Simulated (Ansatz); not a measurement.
# GeO2+ (quartet): wave-function methods side by side, cc-pVDZ

One table from this session's results is given with a row withheld; the runs are named, their logs left out.

Method: cc-pVDZ, core rule «outside noble gas», up to 16 orbitals frozen; program: Ansatz 0.2.0, Gaussian basis.

To be run: UHF; CCSD(T) on ROHF; CCSD(T) on UHF; BCCD(T) on ROHF; CISD; CCSDT(Q) on ROHF; CCSDT(Q) on UHF.

37 further runs of the same task are left out: 15 for a known fault of the program, 6 that didn't finish, 16 set aside as unsound or not needed.

**What is computed**

The geometry is a PBE0/def2-TZVP stationary point (not a proven minimum) of the parent state, kept for this charge and spin. No spin-orbit coupling is included. The filled d shell of Ge may be among the frozen orbitals whatever the setting's name suggests; the logs give the count.

3 atoms, charge 1, spin multiplicity 4.

Atoms are counted from 1 here; the program's logs count them from 0.

Bond lengths: Ge1–O2 1.861 Å, O2–O3 1.325 Å. Angles: Ge1–O2–O3 112.0°.

The first run:

Input file in.yaml:

```yaml
crystal:
  periodic: [false, false, false]
  atoms:
    - {symbol: Ge, position_ang: [0.000000, -0.045686, 0.670336]}
    - {symbol: O, position_ang: [0.000000, 0.594971, -1.077299]}
    - {symbol: O, position_ang: [0.000000, -0.387547, -1.966143]}
basis:
  gaussian: {orbitals: cc-pVDZ}
total_charge: 1
magnetization: {spin_polarized: true, initial_magnetization: 3}
hamiltonian: {xc: hf}
output: {orbitals: {seedname: orbitals}}
```

Command:

```
$ ansatz run in.yaml --threads 1 --pin off --events-out ev --progress --plain --max-ram 2393MiB
```

Among the steps run: UHF; CCSD(T) on ROHF; CCSD(T) on UHF; BCCD(T) on ROHF; CISD; CCSDT(Q) on ROHF; CCSDT(Q) on UHF.

One of the session's tables, all rows but one given; the rest of the session is left out.

| method | from RCCSDT(Q) (meV) |
| --- | --- |
| ROHF | +12289.3 |
| UHF | +11742.5 |
| RMP2 | +1351.4 |
| UMP2 | +1418.5 |
| RCCSD | +529.0 |
| UCCSD | +507.7 |
| RCCSD(T) | +95.4 |
| UCCSD(T) | +92.6 |
| BCCD(T) | +102.3 |
| RCCSDT | +65.3 |
| UCCSDT | +60.4 |
| RCCSDT(Q) | 0 |
| UCCSDT(Q) | ? |

Estimate the missing values for UCCSDT(Q).

**Answer.** from RCCSDT(Q) (meV): -14.4. In the column «from RCCSDT(Q) (meV)» it is the lowest.

Not comparable, so not listed: CISD (they don't share determinant, frozen orbitals or solution with the rows shown, or repeat one).

To keep in mind: Restricted and unrestricted rows rest on different reference determinants; where their highest levels disagree by more than a few hundredths of an eV, they describe different states and don't form one ladder.
